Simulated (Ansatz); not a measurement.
# SiCl₃O radical: a ladder of functionals and wavefunction methods

The task here is to estimate one member of a computed series from the others.

Method: functionals in def2-TZVPP, the program's frozen cores in correlated methods; program: Ansatz 0.2.0, Gaussian basis.

The runs, in order: LDA (SPW92), PBE-D4, revPBE-D4, BLYP-D4, r2SCAN-D4, B97M-V, PBE0-D4, B3LYP-D4, r2SCANh-D4, r2SCAN0-D4, HSE06-D4, BHLYP-D4, CAM-B3LYP-D4, LC-ωPBE, ωB97X-V, ωB97M-V, B2PLYP, PBE-QIDH; CCSD(T)/def2-SVP; CCSD(T)/def2-TZVPP; MP2/def2-QZVPP; extrapolation to the limit; RPA on PBE.

## The geometry

An earlier PBE0-D4 in a triple-zeta def2 set relaxation fixed the geometry.

SMILES `[O][Si](Cl)(Cl)Cl`, 5 atoms, charge 0, spin multiplicity 2.

Atoms are counted from 1 here; the program's logs count them from 0.

Bond lengths: O1–Si2 1.645 Å, Si2–Cl3 2.018 Å, Si2–Cl4 2.020 Å, Si2–Cl5 2.018 Å. Angles: O1–Si2–Cl3 111.8°, O1–Si2–Cl4 100.7°, O1–Si2–Cl5 111.8°, Cl3–Si2–Cl4 111.9°, Cl3–Si2–Cl5 108.6°, Cl4–Si2–Cl5 111.9°.

The first run:

Input file in.yaml:

```yaml
crystal:
  periodic: [false, false, false]
  atoms:
    - {symbol: O, position_ang: [0.815024, -1.070798, 1.039306]}
    - {symbol: Si, position_ang: [0.038573, -0.018808, 0.041033]}
    - {symbol: Cl, position_ang: [-1.536470, 0.855623, 0.950538]}
    - {symbol: Cl, position_ang: [-0.542828, -1.265509, -1.438680]}
    - {symbol: Cl, position_ang: [1.275601, 1.425893, -0.633599]}
basis:
  gaussian: {orbitals: def2-TZVPP}
magnetization: {spin_polarized: true, initial_magnetization: 1}
hamiltonian: {xc: lda}
output: {orbitals: {seedname: orbitals}}
```

Among the steps run: LDA; PBE-D4 (GGA); revPBE-D4 (GGA); BLYP-D4 (GGA); r2SCAN-D4 (meta-GGA); B97M-V (meta-GGA); PBE0-D4 (hybrid); B3LYP-D4 (hybrid); r2SCANh-D4 (hybrid); r2SCAN0-D4 (hybrid); HSE06-D4 (hybrid); BHLYP-D4 (hybrid); CAM-B3LYP-D4 (range-separated); LC-ωPBE-D4 (range-separated; the results give it without D4); ωB97X-V (range-separated); ωB97M-V (range-separated); B2PLYP (double hybrid); PBE-QIDH (double hybrid).

One table of the session follows, with a row left open; its other results are not shown here.

It belongs to the step «Frontier levels by functional». 

| functional | HOMO (eV) | LUMO (eV) | gap (eV) |
| --- | --- | --- | --- |
| LDA (SPW92) | -7.77 | -7.61 | 0.16 |
| PBE-D4 | -7.74 | -7.11 | 0.63 |
| revPBE-D4 | -7.69 | -6.97 | 0.72 |
| BLYP-D4 | -7.59 | -7.00 | 0.59 |
| r2SCAN-D4 | -8.29 | -6.59 | 1.69 |
| B97M-V | ? | ? | ? |
| PBE0-D4 | -9.54 | -5.58 | 3.97 |
| B3LYP-D4 | -9.22 | -6.07 | 3.15 |
| r2SCANh-D4 | -8.93 | -6.01 | 2.92 |
| r2SCAN0-D4 | -9.84 | -5.10 | 4.73 |
| HSE06-D4 | -9.13 | -5.98 | 3.15 |
| BHLYP-D4 | -10.93 | -3.87 | 7.05 |
| CAM-B3LYP-D4 | -10.98 | -4.51 | 6.47 |
| LC-ωPBE | -12.45 | -3.11 | 9.34 |
| ωB97X-V | -12.03 | -3.40 | 8.63 |
| ωB97M-V | -11.86 | -3.39 | 8.47 |

Q: Estimate the row for B97M-V from the others.

**Answer.** HOMO (eV): -8.40; LUMO (eV): -6.51; gap (eV): 1.90. In the column «HOMO (eV)» it lies between r2SCANh-D4 (-8.93) and r2SCAN-D4 (-8.29).
